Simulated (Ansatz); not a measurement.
# YbPdO2 (delafossite): the equilibrium volume

Aim: the volume at which the pressure of YbPdO2 (delafossite) vanishes. The cell was built by placing the elements on the sites of a structure type; the runs don't test whether it is the stable form.

Method: DFT PBE+U (U_eff = 6 eV on Yb 4f), scalar-relativistic, plane waves, PAW, in Ansatz 0.2.0.

5 further runs of the same task are left out: 2 that didn't finish, 3 set aside as unsound or not needed.

### Step 1. The structure to begin with

Symmetry: R-3m, No. 166, trigonal system. Conventional cell: a = 3.374 Å, b = 3.374 Å, c = 19.106 Å, α = 90.00°, β = 90.00°, γ = 120.00°. Pd (site symmetry -3m) has 2 O at 2.04 Å as nearest neighbours. Yb (site symmetry -3m) is surrounded by 6 O at 2.26 Å. O (site symmetry 3m) is surrounded by 1 Pd at 2.04 Å and 3 Yb at 2.26 Å.

As a file:

```xyz
4
Lattice="1.6868 0.9739 6.3685 -1.6868 0.9739 6.3685 0.0000 -1.9477 6.3685" Properties=species:S:1:pos:R:3 pbc="T T T"
Pd    0.0000    0.0000    0.0000
Yb    0.0000    0.0000    9.5528
O     0.0000    0.0000    2.0367
O     0.0000    0.0000   17.0689
```

Starting moments: Pd 2.00 μB.

### Step 2. A coarse mesh, to find the state of the open shells

input.yaml reads:

```yaml
crystal:
  lattice:
    - [1.6867658046, 0.9738546913, 6.368515117]
    - [-1.6867658046, 0.9738546913, 6.368515117]
    - [0.0, -1.9477093827, 6.368515117]
  atoms:
    - { symbol: Pd, position: [0.0, 0.0, 0.0], spin: 2.0 }
    - { symbol: Yb, position: [0.5, 0.5, 0.5] }
    - { symbol: O, position: [0.1066, 0.1066, 0.1066] }
    - { symbol: O, position: [0.8934, 0.8934, 0.8934] }
basis:
  ecutwfc: 420
  ecutrho_ratio: 4
kpoints:
  mp_grid: { grid: [5, 5, 5] }
hamiltonian:
  xc: pbe
  hubbard: { sites: [{ species: Yb, l: f, u_eff: 6.0 }] }
scf:
  occupations: { method: gaussian, width: 0.05 }
output:
  forces: true
  stress: true
  eigenvalues: true
  populations: true
  hubbard: { sites: [{ species: Yb, l: f }] }
magnetization:
  spin_polarized: true
```

Launch:

```sh
ansatz run input.yaml --threads 2 --pin off --max-ram 2662MiB --backend cpu --events-out ev --progress --plain --runs-dir out
```

The runs that follow: The same volume on a finer mesh (PBE+U, 6×6×6 mesh); Shape and atoms relaxed at this volume (PBE+U, 6×6×6 mesh); Next volume: 15.497 Å³/atom, shape and atoms relaxed (PBE+U, 6×6×6 mesh); The same volume on a finer mesh, shape and atoms relaxed; A step to a new volume, shape and atoms relaxed; A step to a new volume, shape and atoms relaxed.

What does the calculation give? Wanted: volume; pressure; conventional cell; gap on the mesh; spin moments in spheres.

The runs gave:

| quantity | value |
| --- | --- |
| volume | 15.471 Å³/atom |
| pressure | -0.03 GPa |
| conventional cell | a = 3.418 Å, b = 3.418 Å, c = 18.351 Å, α = 90.00°, β = 90.00°, γ = 120.00° |
| gap on the mesh | none (metal) |
| spin moments in spheres | Yb -0.94 μB |

What this shows: Over the 7 runs shown the cell moved from 15.69 to 15.47 Å³/atom, a change of -1.4 %, where the pressure is zero within 0.03 GPa. With a Hubbard U or exact exchange the result depends on the state in which the open shell ends, and a lower one can't be excluded. Spin–orbit coupling is left out, though the cell holds Yb; it splits the 4f levels.
